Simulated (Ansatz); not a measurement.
# C3H7ClOSn: one species, many methods

The task here is to estimate one member of a computed series from the others.

Method: functionals in def2-TZVPP, the program's frozen cores in correlated methods; program: Ansatz 0.2.0, Gaussian basis.

The runs, in order: LDA (SPW92), PBE-D4, revPBE-D4, BLYP-D4, r2SCAN-D4, B97M-V, PBE0-D4, B3LYP-D4, r2SCANh-D4, r2SCAN0-D4, HSE06-D4, BHLYP-D4, CAM-B3LYP-D4, LC-ωPBE, ωB97X-V, ωB97M-V, B2PLYP, PBE-QIDH; CCSD(T)/def2-SVP; MP2/def2-TZVPP; MP2/def2-QZVPP; RPA on PBE.

1 further run of the same task is left out (for a known fault of the program). Runs told in other sessions of the task aren't counted.

## The relaxed structure

An earlier PBE0-D4 in a triple-zeta def2 set relaxation fixed the geometry. Sn takes the def2 core potential; no spin-orbit term is included.

SMILES `CC(C)[O][Sn][Cl]`, 13 atoms, charge 0, spin multiplicity 1.

Atoms are counted from 1 here; the program's logs count them from 0.

Bond lengths: C1–C2 1.516 Å, C1–H7 1.093 Å, C1–H8 1.093 Å, C1–H9 1.093 Å, C2–C3 1.515 Å, C2–O4 1.418 Å, C2–H10 1.098 Å, C3–H11 1.093 Å, C3–H12 1.093 Å, C3–H13 1.092 Å, O4–Sn5 1.957 Å, Sn5–Cl6 2.390 Å. Angles: C2–C1–H7 110.8°, C2–C1–H8 110.2°, C2–C1–H9 110.6°, H7–C1–H8 108.6°, H7–C1–H9 108.0°, H8–C1–H9 108.6°, C1–C2–C3 112.3°, C1–C2–O4 109.4°, C1–C2–H10 108.4°, C3–C2–O4 108.2°, C3–C2–H10 109.0°, O4–C2–H10 109.5°, C2–C3–H11 110.7°, C2–C3–H12 110.3°, C2–C3–H13 110.6°, H11–C3–H12 108.6°, H11–C3–H13 108.4°, H12–C3–H13 108.3° and more.

Set-up of the first run:

in.yaml reads:

```yaml
crystal:
  periodic: [false, false, false]
  atoms:
    - {symbol: C, position_ang: [-0.364758, 0.666485, 1.126891]}
    - {symbol: C, position_ang: [0.007180, -0.151912, -0.094198]}
    - {symbol: C, position_ang: [-1.210866, -0.615278, -0.867247]}
    - {symbol: O, position_ang: [0.809335, 0.632420, -0.961256]}
    - {symbol: Sn, position_ang: [2.753071, 0.795354, -1.123037]}
    - {symbol: Cl, position_ang: [3.379419, -0.759019, 0.581375]}
    - {symbol: H, position_ang: [-1.007097, 0.091014, 1.798013]}
    - {symbol: H, position_ang: [-0.897924, 1.572055, 0.826042]}
    - {symbol: H, position_ang: [0.530678, 0.956440, 1.681619]}
    - {symbol: H, position_ang: [0.576265, -1.030187, 0.237774]}
    - {symbol: H, position_ang: [-1.849796, -1.242910, -0.240977]}
    - {symbol: H, position_ang: [-1.793284, 0.244847, -1.206978]}
    - {symbol: H, position_ang: [-0.911822, -1.194110, -1.743221]}
basis:
  gaussian: {orbitals: def2-TZVPP}
hamiltonian: {xc: lda}
output: {orbitals: {seedname: orbitals}}
```

Launch:

```console
> ansatz run in.yaml --threads 4 --pin off --events-out ev --progress --plain --max-ram 11315MiB
```

Among the steps run: LDA; PBE-D4 (GGA); revPBE-D4 (GGA); BLYP-D4 (GGA); r2SCAN-D4 (meta-GGA); B97M-V (meta-GGA); PBE0-D4 (hybrid); B3LYP-D4 (hybrid); r2SCANh-D4 (hybrid); r2SCAN0-D4 (hybrid); HSE06-D4 (hybrid); BHLYP-D4 (hybrid); CAM-B3LYP-D4 (range-separated); LC-ωPBE (range-separated); ωB97X-V (range-separated); ωB97M-V (range-separated); B2PLYP (double hybrid); PBE-QIDH (double hybrid).

One table of the session follows, with a row left open; its other results are not shown here.

It belongs to the step «Orbital energies across the functionals». 

```
  functional  HOMO (eV)  LUMO (eV)  gap (eV)
 LDA (SPW92)          ?          ?         ?
      PBE-D4      -6.52      -3.09      3.42
   revPBE-D4      -6.44      -3.00      3.44
     BLYP-D4      -6.41      -3.02      3.39
   r2SCAN-D4      -6.81      -3.05      3.76
      B97M-V      -6.79      -3.08      3.71
     PBE0-D4      -7.74      -2.46      5.28
    B3LYP-D4      -7.56      -2.68      4.88
  r2SCANh-D4      -7.28      -2.80      4.48
  r2SCAN0-D4      -7.95      -2.43      5.51
    HSE06-D4      -7.34      -2.82      4.52
    BHLYP-D4      -8.77      -1.78      6.99
CAM-B3LYP-D4      -9.05      -1.56      7.49
     LC-ωPBE     -10.26      -0.48      9.77
     ωB97X-V      -9.97      -0.59      9.38
     ωB97M-V      -9.90      -0.74      9.16
```

**Question.** Estimate the row for LDA (SPW92).

As computed: HOMO (eV): -6.71; LUMO (eV): -3.34; gap (eV): 3.37. In the column «HOMO (eV)» it lies between B97M-V (-6.79) and PBE-D4 (-6.52).
